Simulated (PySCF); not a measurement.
# C3H7FSi: the cost of one run

Computed with PySCF 2.14.0, with density-fitted response routines of our own, on a single molecule in the gas phase. Atoms are numbered from 0 throughout.

### 1 The molecule as given

12 atoms, charge 0, multiplicity 1; geometry from: GFN2-xTB.

Bonds of the start (Å): C0–C1 1.32, C1–C2 1.49, C2–F3 1.39, C2–Si4 1.93, C0–H5 1.08, C0–H6 1.08, C1–H7 1.08, C2–H8 1.10, Si4–H9 1.46, Si4–H10 1.46, Si4–H11 1.46.

### 2 Ultraviolet spectrum: CAM-B3LYP/def2-SVPD

What the job is given:

```
{"job": {"kind": "uv", "xc": "CAM-B3LYP", "basis": "def2-SVPD", "nstates": 8, "ntriplets": 3}, "charge": 0, "multiplicity": 1}
C     -1.725768     0.598405     0.746448
C     -1.047066    -0.404433     0.218367
C      0.007577    -0.251587    -0.816484
F      0.080341    -1.406924    -1.590632
Si     1.749301     0.021594    -0.025005
H     -2.455018     0.444085     1.522213
H     -1.575878     1.615403     0.422383
H     -1.206009    -1.421689     0.548709
H     -0.239239     0.555419    -1.514982
H      2.018687    -1.105150     0.864236
H      1.675063     1.279847     0.714948
H      2.719207     0.074345    -1.116227
```

Level: TDDFT CAM-B3LYP/def2-SVPD, vertical, gas phase, core orbitals frozen in the response.

Launch:

```bash
$ OMP_NUM_THREADS=1 python probes_run.py task.json out
```

The driver reads the jobs from task.json and runs them one after another.

Q: Estimate the wall time and peak memory of this first job on 1 thread of Arm Neoverse N1, shared host.

About 38 s, with a peak of 0.72 GiB.
